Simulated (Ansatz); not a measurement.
# ReWO₆, space group Fm-3m: a single point from an input typed as a dict

With the Python package of Ansatz (0.2.0).

Typed at the interpreter:
```pycon
>>> import json
>>> import ansatz
>>> import numpy as np
>>> inputs = {
...     "crystal": {
...         "lattice": [
...             [0.0, 3.832627, 3.832627],
...             [3.832627, 0.0, 3.832627],
...             [3.832627, 3.832627, 0.0],
...         ],
...         "atoms": [
...             {"symbol": "Re", "position": [0.5, 0.5, 0.5]},
...             {"symbol": "W", "position": [0.0, 0.0, 0.0]},
...             {"symbol": "O", "position": [0.746976, 0.746976, 0.253024]},
...             {"symbol": "O", "position": [0.253024, 0.253024, 0.746976]},
...             {"symbol": "O", "position": [0.746976, 0.253024, 0.746976]},
...             {"symbol": "O", "position": [0.746976, 0.253024, 0.253024]},
...             {"symbol": "O", "position": [0.253024, 0.746976, 0.746976]},
...             {"symbol": "O", "position": [0.253024, 0.746976, 0.253024]},
...         ],
...     },
...     "kpoints": {"mp_grid": {"grid": [5, 5, 5]}},
...     "hamiltonian": {"xc": "pbesol"},
...     "scf": {"occupations": {"method": "cold", "width": 0.1}},
...     "output": {"forces": True},
... }
>>> out = ansatz.Session.from_dict(inputs).plan(threads=1).execute()
DeckWarning: basis.ecutwfc = 420 eV, auto-derived from the records' recommended cutoffs: set by Re (normal level)
>>> r = out.report
>>> r["kweights"]
[0.008, 0.064, 0.064, 0.048, 0.192, 0.192, 0.096, 0.048, 0.096, 0.192]
>>> r["kpoints_frac"][:4]
[[0.0, 0.0, 0.0], [0.0, 0.0, 0.2], [0.0, 0.0, 0.4], [0.0, 0.2, 0.2]]
>>> for key in ("converged", "n_iterations", "n_electrons", "n_kpoints", "n_pw", "n_symmetry_ops", "free_energy_ev", "fermi_energy_ev"):
...     print(f"{key:18s} {r[key]}")
...
converged          True
n_iterations       8
n_electrons        65.0
n_kpoints          10
n_pw               2229
n_symmetry_ops     48
free_energy_ev     -24358.963457842285
fermi_energy_ev    6.665470147114499
>>> # forces in eV per angstrom
>>> forces = np.array(r["forces_ev_ang"])
>>> norms = np.linalg.norm(forces, axis=1)
>>> print("largest force {:.4f} eV/A on atom {}".format(norms.max(), norms.argmax()))
largest force 0.2727 eV/A on atom 4
>>> print(np.array2string(forces, precision=4, suppress_small=True))
[[ 0.     -0.     -0.    ]
 [ 0.      0.     -0.    ]
 [ 0.     -0.      0.2727]
 [ 0.      0.     -0.2727]
 [ 0.      0.2727 -0.    ]
 [-0.2727  0.      0.    ]
 [ 0.2727 -0.      0.    ]
 [-0.     -0.2727  0.    ]]
>>> keep = ["free_energy_ev", "energy_sigma0_ev", "fermi_energy_ev", "n_iterations", "converged", "magnetization_mub", "n_kpoints"]
>>> with open("rewo6.json", "w") as handle:
...     json.dump({key: r[key] for key in keep}, handle, indent=1)
...
>>> print("energy terms (eV)")
energy terms (eV)
>>> for term, value in r["components"].items():
...     if abs(value) > 1e-9:
...         print(f"  {term:26s} {value:16.5f}")
...
  e_band                           -759.15117
  e_kinetic                        2017.78220
  e_local                         -5844.05352
  e_nonlocal                        336.43599
  e_hartree                        2150.80218
  e_xc                            -1093.12742
  e_vxc                           -1089.36818
  e_paw                          -17876.89777
  e_vpaw                           -481.56139
  e_augmentation_tail                 0.01434
  e_ewald                         -4050.58178
  e_core_change                       0.66678
  e_smearing                         -0.00446
```

`rewo6.json`, as written:
```json
{
 "free_energy_ev": -24358.963457842285,
 "energy_sigma0_ev": -24358.961971523782,
 "fermi_energy_ev": 6.665470147114499,
 "n_iterations": 8,
 "converged": true,
 "magnetization_mub": 0.0,
 "n_kpoints": 10
}
```

What to keep in mind:
- Absolute energies stand on the zero of these potentials, so only differences at equal settings mean something. A total without «per atom» is that of the cell as typed.
- The cell holds an odd number of electrons and is run without spin, so a magnetic state may lie lower.
- The energy terms are those on the plane-wave grid, with the one-centre PAW part apart; e_band, e_vxc and e_vpaw aren't summands of the total.
- For a metal this k-point mesh is coarse: on a finer one energies can move by several to tens of meV an atom and pressures by half a GPa or more, differences at one mesh by less.
- An absolute Fermi energy rests on an arbitrary zero of the periodic potential and has no direct meaning.
- This cell is a computed structure, which may not be the phase found in nature.
- Levels are Kohn-Sham eigenvalues on this mesh, without spin-orbit coupling.
- Warnings are shown shortened and without file and line.
- Hardware and time: 3.4 s on 1 thread of Arm Neoverse V1, on a shared host, peak memory 0.45 GiB.

(Lines on the test bed's own set-up are left out of the output.)
